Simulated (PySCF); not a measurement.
# C₅H₉B: runs on many settings

Which settings matter for C₅H₉B (`C=C1C[C@@H]1BC`)?

The runs use PySCF 2.14.0, with density-fitted response routines of our own; the level of theory stands in each step. All values are computed, except where a source is named. Atoms count from 0, in the outputs and in this text.

## 1. Starting geometry

15 atoms, charge 0, multiplicity 1; geometry from: GFN2-xTB.

Bonds of the start (Å): C0–C1 1.31, C1–C2 1.45, C2–C3 1.54, C3–B4 1.54, B4–C5 1.57, C3–C1 1.49, C0–H6 1.08, C0–H7 1.08, C2–H8 1.08, C2–H9 1.08, C3–H10 1.09, B4–H11 1.17, C5–H12 1.09, C5–H13 1.09, C5–H14 1.09.

## 2. Shielding tensors: PBE0/pcSseg-1

The job: settings as JSON, then the geometry in Å.

```
{"job": {"kind": "nmr", "xc": "PBE0", "basis": "pcSseg-1"}, "charge": 0, "multiplicity": 1}
C      2.298407    -0.073474    -0.859296
C      1.423434    -0.326056     0.077178
C      0.973604    -1.138703     1.187658
C      0.149286     0.079753     0.724996
B     -1.167337    -0.109061    -0.056633
C     -2.283782     0.999421    -0.058081
H      3.178511    -0.684359    -0.984594
H      2.182839     0.755242    -1.538784
H      1.486981    -1.064444     2.136284
H      0.570396    -2.120670     0.984870
H      0.246091     0.950424     1.368911
H     -1.324457    -1.086958    -0.686921
H     -2.367165     1.429378    -1.056843
H     -3.263944     0.578781     0.162212
H     -2.107277     1.818716     0.634683
```

Level: GIAO PBE0/pcSseg-1 NMR shielding, non-relativistic, gas phase.

On the command line:

```
> OMP_NUM_THREADS=1 python probes_run.py task.json out
```

One launch serves the whole session: the jobs run in the order shown.

The log of the run:

```text
coarse grid: 12096 points
cycle   1  E = -220.3386510663  dE =  7.024e-01  |g| = 4.142e-01  |ddm| = 3.398e+00
cycle   2  E = -220.3414116053  dE = -2.761e-03  |g| = 4.136e-01  |ddm| = 7.513e-01
cycle   3  E = -220.3869621981  dE = -4.555e-02  |g| = 2.684e-02  |ddm| = 3.934e-01
cycle   4  E = -220.3870788705  dE = -1.167e-04  |g| = 1.653e-02  |ddm| = 4.684e-02
cycle   5  E = -220.3871439679  dE = -6.510e-05  |g| = 4.108e-03  |ddm| = 2.129e-02
cycle   6  E = -220.3871475372  dE = -3.569e-06  |g| = 1.567e-03  |ddm| = 4.541e-03
final grid: 115600 points
cycle   7  E = -220.4213870505  dE = -3.131e-05  |g| = 8.686e-03  |ddm| = 2.901e-02
cycle   8  E = -220.4213756490  dE =  1.140e-05  |g| = 1.104e-02  |ddm| = 1.731e-02
cycle   9  E = -220.4214063657  dE = -3.072e-05  |g| = 2.002e-03  |ddm| = 1.002e-02
cycle  10  E = -220.4214073621  dE = -9.964e-07  |g| = 1.267e-04  |ddm| = 1.538e-03
cycle  11  E = -220.4214073659  dE = -3.704e-09  |g| = 5.447e-05  |ddm| = 1.835e-04
cycle  12  E = -220.4214073666  dE = -7.609e-10  |g| = 1.154e-05  |ddm| = 5.943e-05
converged SCF energy = -220.4214073666

GIAO shielding tensors (ppm)
atom      isotropic    diamagn.    paramagn.     s11        s22        s33       span
  0 C       78.496     255.487    -176.991    -20.444     89.382    166.550    186.994
  1 C       42.543     262.667    -220.124    -44.770     -5.647    178.045    222.815
  2 C      169.875     254.292     -84.417    147.022    166.287    196.315     49.293
  3 C      160.198     251.685     -91.487    114.790    155.070    210.733     95.943
  4 B       16.771     190.685    -173.914    -62.974     -4.020    117.306    180.280
  5 C      171.438     252.404     -80.966    146.427    182.062    185.825     39.398
  6 H       25.908      28.392      -2.484     23.702     24.069     29.953      6.252
  7 H       26.077      32.329      -6.251     23.843     24.007     30.382      6.539
  8 H       29.938      30.502      -0.565     25.040     26.529     38.244     13.203
  9 H       30.061      31.418      -1.356     25.099     27.032     38.054     12.955
 10 H       29.876      32.670      -2.794     24.719     28.248     36.660     11.942
 11 H       24.976      31.216      -6.239     18.875     27.312     28.742      9.868
 12 H       30.885      30.078       0.808     27.524     28.461     36.671      9.147
 13 H       30.580      28.846       1.734     27.148     28.156     36.436      9.288
 14 H       30.402      31.553      -1.150     27.217     30.117     33.873      6.655
```

It took 13 s on 1 thread of Intel Xeon Platinum 8488C, shared host; peak memory 0.7 GiB.

The references, computed at this level on geometries of the same kind, shield at (ppm): 1H TMS 31.72, 13C TMS 186.9, 11B BF3·OEt2 100.1. Their shielding less the atom's gives the shift. The references are single molecules in the gas phase. Atoms listed in one row are averaged.

```csv
atoms,environment,σ (ppm),δ (ppm),δ scaled to CDCl3
C1,fully substituted alkene carbon,42.5,144.4,139.0
C0,terminal =CH2 carbon,78.5,108.4,103.9
C3,three-membered-ring carbon,160.2,26.7,24.2
C2,three-membered-ring carbon,169.9,17.1,14.7
C5,methyl carbon bonded to B,171.4,15.5,13.2
H11,hydrogen on a boron bonded to 2 C,24.98,6.74,–
H6,hydrogen on a terminal =CH2 carbon,25.91,5.81,5.58
H7,hydrogen on a terminal =CH2 carbon,26.08,5.64,5.42
H10,hydrogen on a three-membered-ring carbon,29.88,1.84,1.84
H8,hydrogen on a three-membered-ring carbon,29.94,1.78,1.78
H9,hydrogen on a three-membered-ring carbon,30.06,1.66,1.67
"H12, H13, H14",hydrogen on a methyl carbon bonded to B,30.62,1.09,1.14
B4,"boron bonded to 2 C, H",16.8,83.3,–
```

The scaled column applies a straight-line fit of computed shieldings to shifts measured in CDCl3 (root-mean-square error 0.16 ppm for H, 1.9 ppm for C).

Charges from the same density, by scheme (e):

```
atoms  Mulliken    IAO  Hirshfeld  ESP fit
   C0     -0.11  -0.34      -0.11    -0.63
   C1     -0.22   0.04       0.01     0.27
   C2     -0.13  -0.28      -0.08    -0.41
   C3     -0.43  -0.29      -0.11    -0.28
   B4      0.39   0.19       0.17     0.55
   C5     -0.53  -0.58      -0.19    -0.71
```

Mayer bond orders: C0–C1 2.06, C1–C2 0.97, C2–C3 0.93, C3–B4 0.98, B4–C5 1.05, C3–C1 0.87.

Ring of atoms C1, C2, C3: NICS(0) -31.1, NICS(1) -7.0, NICS(1)zz -19.9 ppm (means of both faces). The ring holds saturated atoms, so no π current runs round it: these values come from its σ bonds, any local π bonds and neighbouring rings, and say nothing of aromaticity.

In rings of three or four atoms NICS is ruled by the nearby σ bonds, so it says little on aromaticity.

## 3. TDDFT and polarisability: PBE0/def2-SVPD

Same as in step 2 but for these lines:

```diff
@@ -1,2 +1,2 @@
-{"job": {"kind": "nmr", "xc": "PBE0", "basis": "pcSseg-1"}, "charge": 0, "multiplicity": 1}
+{"job": {"kind": "uv", "xc": "PBE0", "basis": "def2-SVPD", "nstates": 6, "ntriplets": 2}, "charge": 0, "multiplicity": 1}
 C      2.298407    -0.073474    -0.859296
```

Level: TDDFT PBE0/def2-SVPD, vertical, gas phase, core orbitals frozen in the response.

The log of the run:

```text
coarse grid: 12096 points
cycle   1  E = -220.2223642557  dE =  6.494e-01  |g| = 3.976e-01  |ddm| = 6.092e+00
cycle   2  E = -220.2246621575  dE = -2.298e-03  |g| = 3.976e-01  |ddm| = 1.357e+00
cycle   3  E = -220.2680620412  dE = -4.340e-02  |g| = 2.670e-02  |ddm| = 6.157e-01
cycle   4  E = -220.2681727549  dE = -1.107e-04  |g| = 1.795e-02  |ddm| = 8.633e-02
cycle   5  E = -220.2682530668  dE = -8.031e-05  |g| = 3.880e-03  |ddm| = 4.034e-02
cycle   6  E = -220.2682562935  dE = -3.227e-06  |g| = 1.604e-03  |ddm| = 9.570e-03
final grid: 115600 points
cycle   7  E = -220.3019318101  dE = -3.069e-05  |g| = 8.511e-03  |ddm| = 1.146e-01
cycle   8  E = -220.3019194398  dE =  1.237e-05  |g| = 1.099e-02  |ddm| = 3.113e-02
cycle   9  E = -220.3019508596  dE = -3.142e-05  |g| = 1.983e-03  |ddm| = 1.798e-02
cycle  10  E = -220.3019518604  dE = -1.001e-06  |g| = 1.054e-04  |ddm| = 2.765e-03
cycle  11  E = -220.3019518629  dE = -2.491e-09  |g| = 5.429e-05  |ddm| = 3.749e-04
cycle  12  E = -220.3019518637  dE = -7.506e-10  |g| = 1.401e-05  |ddm| = 1.334e-04
converged SCF energy = -220.3019518637

Static polarisability (au): isotropic 74.871, principal 59.535 72.087 92.991

Singlet excitations
state   eV       nm        f      main configurations
  1   5.4481    227.6   0.02192   H->L 0.93
  2   5.9483    208.4   0.00605   H-1->L 0.87
  3   6.3601    194.9   0.00869   H-3->L 0.46, H-2->L 0.44
  4   6.6641    186.0   0.00657   H-1->L+1 0.84, H->L+1 0.09
  5   6.8718    180.4   0.15128   H-3->L 0.46, H-2->L 0.41
  6   7.2065    172.0   0.36771   H->L+1 0.73, H-1->L+1 0.08

Triplet excitations (Tamm-Dancoff, eV): 4.4079 5.1665
```

It took 18 s on 1 thread of Intel Xeon Platinum 8488C, shared host; peak memory 0.77 GiB.

Frontier orbitals and where they lie:

```
orbital     eV                       atoms
 HOMO−3  -9.06  B4 23 %, C3 21 %, H11 15 %
 HOMO−2  -8.82   C3 26 %, C2 16 %, B4 15 %
 HOMO−1  -8.16   C1 24 %, C2 18 %, C3 16 %
   HOMO  -7.51    C0 38 %, C1 34 %, C3 7 %
   LUMO  -0.81   B4 43 %, C5 12 %, C3 11 %
 LUMO+1   0.21    C1 27 %, C0 23 %, C2 8 %
 LUMO+2   0.76    B4 43 %, C5 12 %, C0 6 %
```

With each of the 6 states as a Gaussian band of 0.4 eV half-width at 1/e, the curve within the window shown has maxima at 226 nm (ε 950), 174 nm (ε 18,000) L/(mol cm). Beyond the last state computed it falls off for lack of states. The curve at chosen wavelengths:

nm, ε (L/mol/cm) and a bar:
```
      165       8980 ###############
      169      15232 #########################
      172      18042 ##############################
      176      17750 ##############################
      179      15176 #########################
      183      10606 ##################
      187       6469 ###########
      190       4169 #######
      194       2208 ####
      197       1386 ##
      201        834 #
      205        627 #
      208        594 #
      212        641 #
      215        719 #
      219        837 #
      223        926 #
      226        947 #
      230        902 #
      233        818 #
      237        665 #
      241        496 #
      244        379 
      248        248 
      251        173 
      255        102
```

Further results of this job:

| property | computed |
| --- | --- |
| dipole moment (D) | 0.54 |
| polarisability (Å³) | 11.09 |
| HOMO–LUMO gap (eV) | 6.70 |
| −ε(HOMO) (eV) | 7.51 |

## 4. NMR shieldings: PBE0/def2-SVP

Same as in step 3 but for these lines:

```diff
@@ -1,2 +1,2 @@
-{"job": {"kind": "uv", "xc": "PBE0", "basis": "def2-SVPD", "nstates": 6, "ntriplets": 2}, "charge": 0, "multiplicity": 1}
+{"job": {"kind": "nmr", "xc": "PBE0", "basis": "def2-SVP", "pop": false, "grid": 1}, "charge": 0, "multiplicity": 1}
 C      2.298407    -0.073474    -0.859296
```

Method: GIAO PBE0/def2-SVP NMR shielding, non-relativistic, gas phase.

The log of the run:

```text
final grid: 53328 points
cycle   1  E = -220.2494547389  dE =  6.585e-01  |g| = 3.811e-01  |ddm| = 3.943e+00
cycle   2  E = -220.2542168459  dE = -4.762e-03  |g| = 3.710e-01  |ddm| = 8.776e-01
cycle   3  E = -220.2919287902  dE = -3.771e-02  |g| = 2.761e-02  |ddm| = 4.310e-01
cycle   4  E = -220.2920259461  dE = -9.716e-05  |g| = 2.089e-02  |ddm| = 5.321e-02
cycle   5  E = -220.2921349375  dE = -1.090e-04  |g| = 5.575e-03  |ddm| = 2.596e-02
cycle   6  E = -220.2921420257  dE = -7.088e-06  |g| = 1.868e-03  |ddm| = 6.423e-03
cycle   7  E = -220.2921428866  dE = -8.609e-07  |g| = 2.817e-04  |ddm| = 2.041e-03
cycle   8  E = -220.2921429077  dE = -2.114e-08  |g| = 8.499e-05  |ddm| = 4.557e-04
cycle   9  E = -220.2921429097  dE = -1.988e-09  |g| = 2.027e-05  |ddm| = 1.260e-04
cycle  10  E = -220.2921429098  dE = -9.493e-11  |g| = 6.675e-06  |ddm| = 2.733e-05
converged SCF energy = -220.2921429098

GIAO shielding tensors (ppm)
atom      isotropic    diamagn.    paramagn.     s11        s22        s33       span
  0 C       94.732     256.409    -161.677      3.259     99.921    181.014    177.755
  1 C       60.589     252.819    -192.230    -18.340     13.070    187.037    205.377
  2 C      180.911     255.595     -74.684    157.365    180.318    205.052     47.687
  3 C      171.959     249.837     -77.878    128.789    170.125    216.962     88.172
  4 B       32.521     197.962    -165.441    -41.986     12.151    127.398    169.384
  5 C      182.146     244.296     -62.151    159.724    191.203    195.510     35.786
  6 H       26.277      29.667      -3.390     24.224     24.480     30.128      5.904
  7 H       26.440      34.168      -7.728     24.305     24.456     30.560      6.255
  8 H       30.217      29.661       0.556     25.421     26.835     38.394     12.973
  9 H       30.257      31.859      -1.603     25.287     27.314     38.169     12.882
 10 H       30.037      32.165      -2.128     24.895     28.445     36.771     11.877
 11 H       24.835      33.164      -8.329     18.762     27.255     28.490      9.727
 12 H       31.039      29.361       1.678     27.708     28.635     36.773      9.065
 13 H       30.703      28.269       2.434     27.291     28.302     36.518      9.227
 14 H       30.510      30.666      -0.157     27.354     30.198     33.976      6.622
```

Run time: 6.1 s. Hardware: 1 thread of Intel Xeon Platinum 8488C, shared host; peak memory 0.59 GiB.

In short: δ C1 135.6, C0 101.4, C3 24.2, C2 15.2, H11 6.97, H6 5.53 ppm.

## 5. Ultraviolet spectrum: PBE0/def2-SVPD

Same as in step 4 but for these lines:

```diff
@@ -1,2 +1,2 @@
-{"job": {"kind": "nmr", "xc": "PBE0", "basis": "def2-SVP", "pop": false, "grid": 1}, "charge": 0, "multiplicity": 1}
+{"job": {"kind": "uv", "xc": "PBE0", "basis": "def2-SVPD", "nstates": 6, "ntriplets": 0, "tda": true, "scf": {"aux": "def2-universal-jkfit"}, "grid": 1}, "charge": 0, "multiplicity": 1}
 C      2.298407    -0.073474    -0.859296
```

Level: TDA PBE0/def2-SVPD, vertical, gas phase, core orbitals frozen in the response.

The log of the run:

```text
final grid: 53328 points
cycle   1  E = -220.2575439477  dE =  6.511e-01  |g| = 3.905e-01  |ddm| = 6.096e+00
cycle   2  E = -220.2602741027  dE = -2.730e-03  |g| = 3.883e-01  |ddm| = 1.336e+00
cycle   3  E = -220.3017385890  dE = -4.146e-02  |g| = 2.646e-02  |ddm| = 6.019e-01
cycle   4  E = -220.3018467247  dE = -1.081e-04  |g| = 1.796e-02  |ddm| = 8.540e-02
cycle   5  E = -220.3019275337  dE = -8.081e-05  |g| = 4.001e-03  |ddm| = 4.030e-02
cycle   6  E = -220.3019309209  dE = -3.387e-06  |g| = 1.710e-03  |ddm| = 9.739e-03
cycle   7  E = -220.3019316304  dE = -7.095e-07  |g| = 2.775e-04  |ddm| = 2.695e-03
cycle   8  E = -220.3019316508  dE = -2.033e-08  |g| = 1.009e-04  |ddm| = 6.370e-04
cycle   9  E = -220.3019316535  dE = -2.781e-09  |g| = 2.096e-05  |ddm| = 2.319e-04
cycle  10  E = -220.3019316537  dE = -1.068e-10  |g| = 7.048e-06  |ddm| = 5.351e-05
converged SCF energy = -220.3019316537

Static polarisability (au): isotropic 74.874, principal 59.537 72.090 92.995

Singlet excitations
state   eV       nm        f      main configurations
  1   5.4721    226.6   0.02239   H->L 0.92
  2   5.9820    207.3   0.00875   H-1->L 0.86, H-2->L 0.08
  3   6.3804    194.3   0.00848   H-3->L 0.48, H-2->L 0.40
  4   6.6908    185.3   0.00199   H-1->L+1 0.87
  5   6.9304    178.9   0.17317   H-3->L 0.42, H-2->L 0.41
  6   7.2703    170.5   0.02925   H->L+2 0.82, H->L+3 0.12
```

Run time: 11 s. Hardware: 1 thread of Intel Xeon Platinum 8488C, shared host; peak memory 0.69 GiB.

This run: HOMO -7.51 eV, LUMO -0.81 eV; lowest singlet 5.47 eV.

## 6. Ultraviolet spectrum: B3LYP/IGLO-II

Same as in step 5 but for these lines:

```diff
@@ -1,2 +1,2 @@
-{"job": {"kind": "uv", "xc": "PBE0", "basis": "def2-SVPD", "nstates": 6, "ntriplets": 0, "tda": true, "scf": {"aux": "def2-universal-jkfit"}, "grid": 1}, "charge": 0, "multiplicity": 1}
+{"job": {"kind": "uv", "xc": "B3LYP", "basis": "IGLO-II", "nstates": 6, "ntriplets": 5, "tda": false, "scf": {"aux": "def2-qzvpp-jkfit", "conv": 1e-06}}, "charge": 0, "multiplicity": 1}
 C      2.298407    -0.073474    -0.859296
```

Level: TDDFT B3LYP/IGLO-II, vertical, gas phase, core orbitals frozen in the response.

The log of the run:

```text
final grid: 115600 points
cycle   1  E = -220.7342790561  dE =  6.486e-01  |g| = 4.882e-01  |ddm| = 2.964e+00
cycle   2  E = -220.7229245753  dE =  1.135e-02  |g| = 5.317e-01  |ddm| = 7.874e-01
cycle   3  E = -220.7977193821  dE = -7.479e-02  |g| = 3.315e-02  |ddm| = 4.293e-01
cycle   4  E = -220.7978778034  dE = -1.584e-04  |g| = 2.075e-02  |ddm| = 5.008e-02
cycle   5  E = -220.7979764389  dE = -9.864e-05  |g| = 4.615e-03  |ddm| = 2.182e-02
cycle   6  E = -220.7979811115  dE = -4.673e-06  |g| = 1.093e-03  |ddm| = 4.499e-03
cycle   7  E = -220.7979814245  dE = -3.130e-07  |g| = 3.037e-04  |ddm| = 1.291e-03
converged SCF energy = -220.7979814245

Static polarisability (au): isotropic 71.070, principal 54.681 68.723 89.804

Singlet excitations
state   eV       nm        f      main configurations
  1   5.2728    235.1   0.01946   H->L 0.95
  2   5.8314    212.6   0.00872   H-1->L 0.93
  3   6.3388    195.6   0.01230   H-3->L 0.60, H-2->L 0.35
  4   6.6051    187.7   0.00286   H-1->L+1 0.87, H->L+1 0.09
  5   6.7628    183.3   0.16371   H-2->L 0.53, H-3->L 0.36
  6   7.1923    172.4   0.38674   H->L+1 0.75

Triplet excitations (Tamm-Dancoff, eV): 4.4811 5.1023 5.4863 5.8070 6.0965
```

Wall time 17 s (1 thread of Intel Xeon Platinum 8488C, shared host); peak memory 0.69 GiB.

Key values: HOMO -7.24 eV, LUMO -1.00 eV; lowest singlet 5.27 eV.

## 7. Side by side: NMR shifts

Shifts (ppm) of some atoms, chosen among heavy atoms and hydrogens apart, with basis size and wall time:

```
          run     C1     C0    C3    C2    H6    H7    B4  functions   time
PBE0/pcSseg-1  144.4  108.4  26.7  17.1  5.81  5.64  83.3        147   13 s
PBE0/def2-SVP  135.6  101.4  24.2  15.2  5.53  5.37  77.4        129  6.1 s
```

## 8. Summary of results

| quantity | value |
| --- | --- |
| 13C shifts against TMS (PBE0/pcSseg-1) | 144.4, 108.4, 26.7, 17.1, 15.5 ppm |
| 1H shifts against TMS (PBE0/pcSseg-1, means over atoms taken as alike) | 6.74, 5.81, 5.64, 1.84, 1.78, 1.66, 1.09 ppm |
| 11B shifts against BF3·OEt2 (PBE0/pcSseg-1) | 83.3 ppm |
| lowest singlet (PBE0/def2-SVPD) | 5.45 eV (228 nm), f = 0.022 |
| brightest single state of those computed | state 6, 7.21 eV, f = 0.368 |
| lowest triplet | 4.41 eV |
| range of the shift of C1 | 135.6 to 144.4 ppm |

Single values in the summary come from the first sound run of each kind (PBE0/pcSseg-1; PBE0/def2-SVPD), which need not be the best level. The most deshielded carbon is C1 (fully substituted alkene carbon), at 144.4 ppm: an sp2 carbon of a C=C bond. At PBE0/pcSseg-1: The largest span, 223 ppm, is at C1, where the paramagnetic term is -220 ppm. The first singlet state (HOMO→LUMO 0.93) lies at 5.45 eV and is weak; of the 6 states computed, the strongest absorption comes from state 6 at 7.21 eV (the last computed, so partners may be missing). The lowest triplet lies 1.04 eV below the lowest singlet (triplets in Tamm-Dancoff, singlets in full TDDFT). The lowest singlet moves an electron between orbitals on different atoms, a charge-transfer state, which PBE0 without long-range exact exchange places too low; its energy and rank are unsure. Across the 2 runs the shift of C1 moves most, between 135.6 (PBE0/def2-SVP) and 144.4 ppm (PBE0/pcSseg-1).
